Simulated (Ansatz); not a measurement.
# GeH2 (triplet): from Hartree-Fock to the top rungs at angle H2–Ge1–H3 = 125.2°, cc-pVDZ

How much of the correlation energy of GeH2 (triplet) does each wave-function method recover here?

The runs use Ansatz 0.2.0, Gaussian basis; cc-pVDZ, core rule «outside noble gas», up to 14 orbitals frozen.

Plan: UHF; CCSD(T) on ROHF; CCSD(T) on UHF; BCCD(T) on ROHF; CISD; CCSDT(Q) on ROHF; CCSDT(Q) on UHF; CASSCF and MRCISD+Q, 4 electrons in 4 orbitals; CASSCF and NEVPT2, 4 electrons in 4 orbitals; CASSCF and MRCISD+Q, 6 electrons in 6 orbitals; CASSCF and MRCISD+Q(relaxed), 6 electrons in 6 orbitals; CASSCF and NEVPT2, 6 electrons in 6 orbitals; Full CI.

15 further runs of the same task are left out: 2 for a mislabelled method, 9 that didn't finish, 4 set aside as unsound or not needed.

## (1) The geometry

The geometry derives from a PBE0/def2-TZVP stationary point (not a proven minimum). One angle is set to the value named; bond lengths are kept. No spin-orbit coupling is included. The filled d shell of Ge may be among the frozen orbitals whatever the setting's name suggests; the logs give the count.

3 atoms, charge 0, spin multiplicity 3.

Atoms are counted from 1 here; the program's logs count them from 0.

Bond lengths: Ge1–H2 1.541 Å, Ge1–H3 1.541 Å. Angles: H2–Ge1–H3 125.2°.

## (2) UHF

The input, in.yaml:

```yaml
crystal:
  periodic: [false, false, false]
  atoms:
    - {symbol: Ge, position_ang: [0.000000, -0.019143, 0.000000]}
    - {symbol: H, position_ang: [0.000000, 0.689810, -1.367710]}
    - {symbol: H, position_ang: [0.000000, 0.689810, 1.367710]}
basis:
  gaussian: {orbitals: cc-pVDZ}
magnetization: {spin_polarized: true, initial_magnetization: 2}
hamiltonian: {xc: hf}
output: {orbitals: {seedname: orbitals}}
```

Launch:

```console
$ ansatz run in.yaml --threads 1 --pin off --events-out ev --progress --plain --max-ram 2393MiB
```

The runs that follow: CCSD(T) on ROHF; CCSD(T) on UHF; BCCD(T) on ROHF; CISD; CCSDT(Q) on ROHF; CCSDT(Q) on UHF; CASSCF and MRCISD+Q, 4 electrons in 4 orbitals; CASSCF and NEVPT2, 4 electrons in 4 orbitals; CASSCF and MRCISD+Q, 6 electrons in 6 orbitals; CASSCF and MRCISD+Q(relaxed), 6 electrons in 6 orbitals; CASSCF and NEVPT2, 6 electrons in 6 orbitals; Full CI.

Before running them: what should the planned runs give, taken together? Wanted: FCI below the RHF energy; RMP2 from FCI; UMP2 from FCI; RCCSD from FCI; RCCSD(T) from FCI; UCCSD(T) from FCI; RCCSDT(Q) from FCI; UCCSDT(Q) from FCI; NEVPT2 pair from FCI.

**Answer**, as computed:

| quantity | value |
| --- | --- |
| FCI below the RHF energy | -2.5701 eV |
| RMP2 from FCI | +14.59 kcal/mol |
| UMP2 from FCI | +14.31 kcal/mol |
| RCCSD from FCI | +1.46 kcal/mol |
| RCCSD(T) from FCI | +0.36 kcal/mol |
| UCCSD(T) from FCI | +0.11 kcal/mol |
| RCCSDT(Q) from FCI | -0.01 kcal/mol |
| UCCSDT(Q) from FCI | -0.25 kcal/mol |
| NEVPT2 pair from FCI | +14.03 kcal/mol |
| MRCISD+Q pair from FCI | -0.32 kcal/mol |
| NEVPT2 valence from FCI | +11.40 kcal/mol |
| levels within 1 kcal/mol (43 meV) | RCCSD(T), UCCSD(T), BCCD(T), RCCSDT, UCCSDT, RCCSDT(Q), UCCSDT(Q), MRCISD+Q pair, MRCISD+Q valence, MRCISD+Q(relaxed) valence |
| T1 diagnostic | 0.018 |
| effectively unpaired electrons | 2.03 |

What this shows: RCCSD(T) misses by +0.36 kcal/mol, 0.6 % of the correlation energy. UCCSDT, UCCSDT(Q), MRCISD+Q pair, MRCISD+Q(relaxed) valence fall below full CI: unrestricted runs freeze a spin-polarised core, another one than full CI's, and coupled cluster isn't variational. One determinant dominates. Of the multireference levels listed MRCISD+Q valence comes nearest in total energy (-0.01 kcal/mol), which doesn't show that its space is the better one. These misses are within one basis, not against nature; the frozen cores of restricted and unrestricted runs differ, which can shift their rows.
